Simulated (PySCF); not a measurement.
# CuOCl: relaxation and vibrations of the singlet

Where does singlet CuOCl go from a bent start, is the end point a minimum, and what are its modes, charges and moments?

Method: PBE0, basis Cu def2-TZVP, O def2-TZVP, Cl def2-TZVP, no relativity, density fitting; program: PySCF 2.14.0.

**1. The system as given**

3 atoms, charge 0, spin multiplicity 1.

Bond lengths: Cu1–O2 1.720 Å, Cu1–Cl3 2.110 Å. Angles: O2–Cu1–Cl3 110.0°.

```xyz
3
charge 0 multiplicity 1
Cu    0.0000    0.0000    0.0000
O    -1.4089    0.0000    0.9866
Cl    1.7284    0.0000    1.2102
```

**2. Finding the electronic state**

The steps below are one call of a driver around PySCF. For each, scf.py gives the equivalent set-up of the SCF; relaxations use the driver's own optimiser. After this first run the driver tries any further starts and a stability analysis.

The input, scf.py:

```python
from pyscf import gto, scf, dft
mol = gto.M(atom='''
Cu     0.000000     0.000000     0.000000
O     -1.408900     0.000000     0.986600
Cl     1.728400     0.000000     1.210200''',
    basis={'Cu': 'def2-TZVP', 'O': 'def2-TZVP', 'Cl': 'def2-TZVP'},
    charge=0, spin=0)
mf = dft.RKS(mol, xc='PBE0')
mf.grids.atom_grid = (50, 194)
aux = {'Cu': 'def2-universal-JKFIT', 'O': 'def2-universal-JKFIT', 'Cl': 'def2-universal-JKFIT'}
mf = mf.density_fit(auxbasis=aux)
mf.conv_tol = 1e-08
mf.diis_space = 10
mf.max_cycle = 60
mf.init_guess = 'minao'
mf.verbose = 4
mf.kernel()
```

Command:

```sh
$ OMP_NUM_THREADS=2 python axn.py task.json out
```

The log of the run:

```text
init E= -2175.07150717399
  HOMO = -0.103357142629913  LUMO = -0.0849525328137225  gap/eV = 0.50081
cycle= 1 E= -2172.12047657456  delta_E= 2.95  |g|= 5.41  |ddm|= 2.05
  HOMO = -0.309441510166266  LUMO = -0.224404039371542  gap/eV = 2.31399
cycle= 2 E= -2157.68621539425  delta_E= 14.4  |g|= 10.8  |ddm|= 7.18
  HOMO = -0.315193249031173  LUMO = -0.314156817930567  gap/eV = 0.02820
cycle= 3 E= -2173.08651809348  delta_E= -15.4  |g|= 3.65  |ddm|= 6.29
  HOMO = -0.0131301226129494  LUMO = 0.0327088681810782  gap/eV = 1.24734
cycle= 4 E= -2167.51016747702  delta_E= 5.58  |g|=  3.8  |ddm|= 4.28
  HOMO = -0.305015394735233  LUMO = -0.277027080567615  gap/eV = 0.76160
cycle= 5 E= -2175.04912095122  delta_E= -7.54  |g|= 1.38  |ddm|= 4.15
  HOMO = -0.30240781436699  LUMO = -0.23587622914107  gap/eV = 1.81042
cycle= 6 E= -2175.32379197545  delta_E= -0.275  |g|= 0.524  |ddm|= 0.658
  HOMO = -0.295711665620442  LUMO = -0.21730180505282  gap/eV = 2.13364
cycle= 7 E= -2175.38809425397  delta_E= -0.0643  |g|= 0.297  |ddm|=  0.6
  HOMO = -0.293400846381138  LUMO = -0.201223445255174  gap/eV = 2.50827
cycle= 8 E= -2175.40113426889  delta_E= -0.013  |g|= 0.224  |ddm|= 0.338
  HOMO = -0.304845065789629  LUMO = -0.209937647177647  gap/eV = 2.58256
cycle= 9 E= -2175.40774933455  delta_E= -0.00662  |g|= 0.119  |ddm|= 0.0795
  HOMO = -0.309942959744665  LUMO = -0.211815120529778  gap/eV = 2.67019
cycle= 10 E= -2175.40965756091  delta_E= -0.00191  |g|= 0.0712  |ddm|= 0.0483
  HOMO = -0.312988857396711  LUMO = -0.212383119337048  gap/eV = 2.73762
cycle= 11 E= -2175.41056153947  delta_E= -0.000904  |g|= 0.0108  |ddm|= 0.0494
  HOMO = -0.313407021101474  LUMO = -0.212655289352348  gap/eV = 2.74159
cycle= 12 E= -2175.41061321803  delta_E= -5.17e-05  |g|= 0.00279  |ddm|= 0.0169
  HOMO = -0.313263052411052  LUMO = -0.21256995755656  gap/eV = 2.74000
cycle= 13 E= -2175.41063202356  delta_E= -1.88e-05  |g|= 0.00244  |ddm|= 0.0133
  HOMO = -0.31360542392665  LUMO = -0.212803167448193  gap/eV = 2.74297
cycle= 14 E= -2175.41064492306  delta_E= -1.29e-05  |g|= 0.00074  |ddm|= 0.0152
  HOMO = -0.31364517982908  LUMO = -0.212789864180145  gap/eV = 2.74441
cycle= 15 E= -2175.4106475477  delta_E= -2.62e-06  |g|= 0.000266  |ddm|= 0.0101
  HOMO = -0.313650287256989  LUMO = -0.212803157632855  gap/eV = 2.74419
cycle= 16 E= -2175.41064758219  delta_E= -3.45e-08  |g|= 0.000119  |ddm|= 0.000764
  HOMO = -0.313645557017152  LUMO = -0.212802947606043  gap/eV = 2.74407
cycle= 17 E= -2175.41064758825  delta_E= -6.05e-09  |g|= 5.9e-05  |ddm|= 0.000257
  HOMO = -0.313658957843529  LUMO = -0.212809990266145  gap/eV = 2.74424
Extra cycle  E= -2175.41064757642  delta_E= 1.18e-08  |g|= 0.000285  |ddm|= 0.000172
converged SCF energy = -2175.41064757642
```

This step, with its further starts and checks, took 15 s on 2 threads of Arm Neoverse N1, shared host.

The starts that the driver tried:

```csv
start,energy (Eh)
the minimal-basis guess,-2175.410648
a thermally smeared density,-2175.410648
a smeared PBE density,-2175.410648
```

No lower closed-shell solution turned up from the other starts or in the test of internal stability.

**3. Relaxation: bent start, singlet**

The program finds Cs symmetry in the start, which this walk keeps. The walk stops when the largest gradient is under 0.0003 Eh/bohr and the energy has settled too.

Changes to scf.py since step 2:

```diff
@@ -3,3 +3,3 @@
-Cu     0.000000     0.000000     0.000000
-O     -1.408900     0.000000     0.986600
-Cl     1.728400     0.000000     1.210200''',
+Cu    -0.332811     0.000000    -0.510125
+O     -1.741711     0.000000     0.476475
+Cl     1.395589     0.000000     0.700075''',
@@ -15 +14,0 @@
-mf.init_guess = 'minao'
```

Steps of the walk:

```csv
step,energy (Eh),change (kJ/mol),largest symmetric gradient (Eh/bohr)
0,-2175.410648,0.00,0.03070
1,-2175.413883,-8.49,0.01387
2,-2175.414718,-10.69,0.00667
3,-2175.415040,-11.53,0.00440
4,-2175.415807,-13.55,0.00942
5,-2175.415960,-13.95,0.00443
6,-2175.416052,-14.19,0.00090
7,-2175.416058,-14.20,0.00058
8,-2175.416059,-14.21,0.00005
```

The walk took 25 s.

Geometry (Å) and forces (eV/Å) at some steps:

```
step 0
Cu  -0.333   0.000  -0.510  -0.639   0.000   1.579
O   -1.742   0.000   0.476   1.221   0.000  -1.031
Cl   1.396   0.000   0.700  -0.582   0.000  -0.548
step 1
Cu  -0.338   0.000  -0.471  -0.093   0.000   0.713
O   -1.727   0.000   0.454   0.346   0.000  -0.405
Cl   1.386   0.000   0.683  -0.253   0.000  -0.308
step 4
Cu  -0.323   0.000  -0.294  -0.484   0.000   0.208
O   -1.864   0.000   0.351   0.403   0.000  -0.214
Cl   1.508   0.000   0.609   0.080   0.000   0.006
step 8
Cu  -0.330   0.000  -0.233   0.002   0.000   0.002
O   -1.894   0.000   0.314   0.000   0.000   0.001
Cl   1.545   0.000   0.586  -0.002   0.000  -0.002
```

After 8 steps and 14.2 kJ/mol it ends at Cs: Cu–Cl 2.046 Å, Cu–O 1.657 Å; Cl–Cu–O 137.1°.

**4. Vibrations and properties at this point**

On the finer grid the gradient is checked again; gradients at displacements of ±0.02 bohr then give force constants and infrared intensities.

Changes to scf.py since step 3:

```diff
@@ -3,3 +3,3 @@
-Cu    -0.332811     0.000000    -0.510125
-O     -1.741711     0.000000     0.476475
-Cl     1.395589     0.000000     0.700075''',
+Cu    -0.355834     0.000000    -0.320498
+O     -1.925134     0.000000     0.214314
+Cl     1.523719     0.000000     0.487594''',
@@ -9 +9 @@
-mf.grids.atom_grid = (50, 194)
+mf.grids.atom_grid = (75, 302)
@@ -12 +12 @@
-mf.conv_tol = 1e-08
+mf.conv_tol = 1e-10
```

This SCF starts from the last density.

SCF at the final geometry:

```text
init E= -2175.41596071573
  HOMO = -0.32116590799095  LUMO = -0.22922195110344  gap/eV = 2.50192
cycle= 1 E= -2175.41596071545  delta_E= 2.82e-10  |g|= 5.42e-05  |ddm|= 3.17e-05
  HOMO = -0.321173063614374  LUMO = -0.229232258535731  gap/eV = 2.50184
cycle= 2 E= -2175.41596071193  delta_E= 3.52e-09  |g|= 0.000198  |ddm|= 8.94e-05
  HOMO = -0.321168945825271  LUMO = -0.229225972550239  gap/eV = 2.50190
cycle= 3 E= -2175.41596071554  delta_E= -3.61e-09  |g|= 3.48e-05  |ddm|= 6.49e-05
  HOMO = -0.321167763213961  LUMO = -0.229224614304137  gap/eV = 2.50190
cycle= 4 E= -2175.41596071577  delta_E= -2.32e-10  |g|= 2.03e-06  |ddm|= 1.99e-05
  HOMO = -0.321167802676875  LUMO = -0.229224624511268  gap/eV = 2.50190
cycle= 5 E= -2175.41596071578  delta_E= -6.37e-12  |g|= 6.27e-07  |ddm|= 1.82e-06
  HOMO = -0.32116784488997  LUMO = -0.229224683919924  gap/eV = 2.50190
Extra cycle  E= -2175.41596071578  delta_E= 2.73e-12  |g|= 1.29e-06  |ddm|= 2.55e-06
converged SCF energy = -2175.41596071578
```

The whole step took 75 s.

Geometry: Cs; Cu–Cl 2.046 Å, Cu–O 1.658 Å; Cl–Cu–O 137.9°.

Modes, for the most abundant isotopes:

| symmetry | ω (cm⁻¹) | IR (km/mol) |
| --- | --- | --- |
| a' | 67 | 16.5 |
| a' | 424 | 23.7 |
| a' | 779 | 3.8 |

All wavenumbers are real: a minimum.

Properties at this point:

| Item | Value |
| --- | --- |
| Dipole moment | 2.14 D |
| Highest occupied level | -8.74 eV |
| Lowest empty level | -6.24 eV |
| Rotational constants | 1.621, 0.1098, 0.1028 cm⁻¹ |
| Zero-point energy | 7.6 kJ/mol |
| Principal polarisabilities | 23.9, 29.0, 74.0 bohr³ |
| Atomisation energy without zero-point energy | 409 kJ/mol |
| Principal traceless quadrupole moments about the centre of mass | -6.67, 1.96, 4.71 D Å |
| Entropy at 298.15 K and 1 bar | 290.6 J/(mol K) |
| Heat capacity Cp at 298.15 K | 50.3 J/(mol K) |
| Enthalpy at 298.15 K above 0 K | 12.99 kJ/mol |
| Rotational symmetry number | 1 |

Populations by atom (charges in e):

```csv
atom,Mulliken,Löwdin,polar tensor,Mayer order to Cu1
Cu1,0.68,0.09,0.69,–
O2,-0.41,-0.20,-0.27,1.38
Cl3,-0.27,0.12,-0.42,0.99
```

Mulliken populations on Cu1: s 6.55, p 12.35, d 9.43, f 0.00.

**5. A spin-polarised start**

A stability analysis found the closed shell of the lowest minimum unstable towards spin polarisation, so the unrestricted solution is followed.

The program finds Cs symmetry in the start, which may break.

Changes to scf.py since step 4:

```diff
@@ -3,3 +3,3 @@
-Cu    -0.355834     0.000000    -0.320498
-O     -1.925134     0.000000     0.214314
-Cl     1.523719     0.000000     0.487594''',
+Cu    -0.356693     0.000000    -0.323217
+O     -1.925993     0.000000     0.211594
+Cl     1.522859     0.000000     0.484874''',
@@ -8,2 +8,2 @@
-mf = dft.RKS(mol, xc='PBE0')
-mf.grids.atom_grid = (75, 302)
+mf = dft.UKS(mol, xc='PBE0')
+mf.grids.atom_grid = (50, 194)
@@ -12 +12 @@
-mf.conv_tol = 1e-10
+mf.conv_tol = 1e-08
```

The optimiser's trace:

```csv
step,energy (Eh),change (kJ/mol),largest gradient (Eh/bohr)
0,-2175.450361,0.00,0.03600
1,-2175.453787,-8.99,0.00975
2,-2175.455349,-13.09,0.00876
3,-2175.456099,-15.06,0.01182
4,-2175.456905,-17.18,0.01338
5,-2175.458089,-20.29,0.00960
6,-2175.458738,-21.99,0.00175
7,-2175.458847,-22.28,0.00125
8,-2175.458863,-22.32,0.00041
9,-2175.458865,-22.33,0.00016
```

The walk took 53 s.

Positions (Å) and forces (eV/Å) along the way:

```
step 0
Cu  -0.357   0.000  -0.323   1.452   0.000  -0.166
O   -1.926   0.000   0.212  -1.851   0.000   0.287
Cl   1.523   0.000   0.485   0.399   0.000  -0.122
step 1
Cu  -0.342   0.000  -0.293   0.321   0.000   0.287
O   -1.983   0.000   0.194  -0.501   0.000  -0.122
Cl   1.566   0.000   0.472   0.180   0.000  -0.165
step 5
Cu  -0.347   0.000  -0.020  -0.290   0.000   0.180
O   -2.100   0.000   0.039   0.494   0.000  -0.085
Cl   1.687   0.000   0.354  -0.204   0.000  -0.095
step 9
Cu  -0.362   0.000   0.113  -0.004   0.000  -0.002
O   -2.082   0.000  -0.033   0.008   0.000   0.002
Cl   1.684   0.000   0.293  -0.004   0.000   0.000
```

It settles in C∞v symmetry, 22.3 kJ/mol below the start, after 9 steps: Cu–Cl 2.054 Å, Cu–O 1.726 Å; Cl–Cu–O 179.8°.

**6. Hessian and properties**

The same treatment as at the point before.

Changes to scf.py since step 5:

```diff
@@ -3,3 +3,3 @@
-Cu    -0.356693     0.000000    -0.323217
-O     -1.925993     0.000000     0.211594
-Cl     1.522859     0.000000     0.484874''',
+Cu    -0.386755    -0.000000    -0.033445
+O     -2.106046    -0.000000    -0.182122
+Cl     1.659052     0.000000     0.143468''',
@@ -9 +9 @@
-mf.grids.atom_grid = (50, 194)
+mf.grids.atom_grid = (75, 302)
@@ -12 +12 @@
-mf.conv_tol = 1e-08
+mf.conv_tol = 1e-10
```

Log of the central SCF (cycles and frontier levels):

```text
init E= -2175.45878939352
[... the frontier-level lines of each cycle are left out ...]
cycle= 1 E= -2175.45878939295  delta_E= 5.68e-10  |g|= 5.48e-05  |ddm|= 2.21e-05
cycle= 2 E= -2175.45878938262  delta_E= 1.03e-08  |g|= 0.000234  |ddm|= 9.27e-05
cycle= 3 E= -2175.45878939355  delta_E= -1.09e-08  |g|= 1.12e-06  |ddm|= 7.49e-05
cycle= 4 E= -2175.45878939354  delta_E= 1.82e-12  |g|= 3.49e-07  |ddm|= 1.11e-06
Extra cycle  E= -2175.45878939355  delta_E= -8.19e-12  |g|= 8.48e-07  |ddm|= 8.88e-07
converged SCF energy = -2175.45878939355  <S^2> = 1.0079901  2S+1 = 2.2432032
```

The whole step took 1.7 min on 2 threads of Arm Neoverse N1, shared host.

Geometry: C∞v; Cu–Cl 2.053 Å, Cu–O 1.726 Å; Cl–Cu–O 180.0°.

Harmonic modes (main isotopes):

```
ω (cm⁻¹)  IR (km/mol)
      85         13.5
     145         12.9
     411         15.3
     664         38.9
```

All wavenumbers are real: a minimum.

The SCF density has lower symmetry than the nuclear frame, so the modes carry no labels; pairs that should be degenerate can split.

Constants and moments:

- Dipole moment: 0.46 D
- Highest occupied level: -9.01 eV
- Lowest empty level: -5.81 eV
- Rotational constants: 0.09474 cm⁻¹
- Zero-point energy: 7.8 kJ/mol
- Principal polarisabilities: 23.7, 24.1, 94.6 bohr³
- Atomisation energy without zero-point energy: 521 kJ/mol
- Principal traceless quadrupole moments about the centre of mass: -7.84, 3.68, 4.16 D Å
- Entropy at 298.15 K and 1 bar: 272.7 J/(mol K)
- Heat capacity Cp at 298.15 K: 55.1 J/(mol K)
- Enthalpy at 298.15 K above 0 K: 13.51 kJ/mol
- Rotational symmetry number: 1
- Spin squared ⟨S²⟩: 1.008

Populations by atom (charges in e):

| atom | Mulliken | Löwdin | polar tensor | spin (Mulliken) | Mayer order to Cu1 |
| --- | --- | --- | --- | --- | --- |
| Cu1 | 0.56 | 0.09 | 0.81 | 0.38 | – |
| O2 | -0.27 | -0.15 | -0.35 | -0.54 | 1.18 |
| Cl3 | -0.29 | 0.07 | -0.46 | 0.17 | 1.07 |

Mulliken populations on Cu1: s 6.67, p 12.33, d 9.44, f 0.00.

**7. All stationary points**

| spin | group | bonds | imaginary modes (cm⁻¹) | ΔE (kJ/mol) | with zero-point energy |
| --- | --- | --- | --- | --- | --- |
| broken-symmetry (Ms = 0) | C∞v (density of lower symmetry) | Cu–Cl 2.053 Å, Cu–O 1.726 Å | none | 0.0 | 0.0 |
| singlet | Cs | Cu–Cl 2.046 Å, Cu–O 1.658 Å | none | 112.4 | 112.2 |

**8. Summary of results**

| quantity | value |
| --- | --- |
| minimum | broken-symmetry (Ms = 0), C∞v |
| geometry | Cu–Cl 2.053 Å, Cu–O 1.726 Å; Cl–Cu–O 180.0° |
| wavenumbers (cm⁻¹) | 85, 145, 411, 664 |
| dipole moment | 0.46 D |
| highest occupied, lowest empty level (either spin) | -9.01, -5.81 eV |
| polar-tensor charge of Cu1 | +0.81 e |
| zero-point energy | 7.8 kJ/mol |
| entropy at 298.15 K | 272.7 J/(mol K) |
| atomisation energy (no zero-point energy) | 521 kJ/mol |
| ⟨S²⟩ | 1.008 |

From Cs at the start the molecule goes to a C∞v minimum. The determinant is spin-contaminated (⟨S²⟩ = 1.01 against 0.00), so it is no pure spin state. The strongest infrared band lies at 664 cm⁻¹ (stretch). Only this shape and spin were tried, so other structures or states may lie lower. The SCF density has lower symmetry than the nuclear frame.

The search up to here took 4.7 min.
